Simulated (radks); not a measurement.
# I²¹⁺ in [Ar] 3d9.75 4s2 4p2 5s0.25: an all-electron calculation

An exercise on one series of results from a longer session: the logs are not shown, and one member is left open.

Method: Dirac Kohn-Sham, LDA (Slater exchange, Perdew-Wang correlation), spin-unpolarised, spherical densities, finite nucleus; open shells fill j = l - 1/2 first. Code: radks (a radial shooting solver on a logarithmic mesh, Libxc functionals) version 1.

**Starting point**

- element: iodine (Z = 53)
- charge: +21
- electrons: 32
- configuration: [Ar] 3d9.75 4s2 4p2 5s0.25
- nuclear rms radius: 4.75 fm

The first run:

Settings of this run:

```text
Z 53
configuration [Ar] 3d9.75 4s2 4p2 5s0.25
relativity Dirac
functional lda,pw
spin unpolarised
j_filling energy
nucleus finite rms 4.75 fm
c 137.035999084
```

The run is started by

```sh
> python run_ks.py task.json out
```

This one command runs every case of the session in turn.

One of the session's tables, all rows but one given; the rest of the session is left out.

It belongs to the step «Radial structure». Sizes of the orbitals, from the radial functions (bohr):

| level | <r> | outermost maximum (interpolated) | 90 % within | nodes |
| --- | --- | --- | --- | --- |
| 1s1/2 | 0.02725 | 0.0176 | 0.0490 | 0 |
| 2s1/2 | 0.1167 | 0.0993 | 0.181 | 1 |
| 2p1/2 | 0.09836 | 0.0761 | 0.161 | 0 |
| 2p3/2 | 0.1040 | 0.0809 | 0.169 | 0 |
| 3s1/2 | 0.3102 | 0.284 | 0.455 | 2 |
| 3p1/2 | 0.2996 | 0.270 | 0.450 | 1 |
| 3p3/2 | 0.3106 | 0.280 | 0.465 | 1 |
| 3d3/2 | 0.2796 | 0.226 | 0.437 | 0 |
| 3d5/2 | 0.2830 | 0.229 | 0.442 | 0 |
| 4s1/2 | 0.6583 | 0.637 | 0.932 | 3 |
| 4p1/2 | 0.6662 | 0.643 | 0.952 | 2 |
| 4p3/2 | ? | ? | ? | ? |
| 5s1/2 | 1.154 | 1.18 | 1.60 | 4 |

Q: Estimate the row for 4p3/2 from the others.

**Answer.** <r>: 0.6831; outermost maximum (interpolated): 0.661; 90 % within: 0.975; nodes: 2. In the column «<r>» it lies between 4p1/2 (0.6662) and 5s1/2 (1.154).
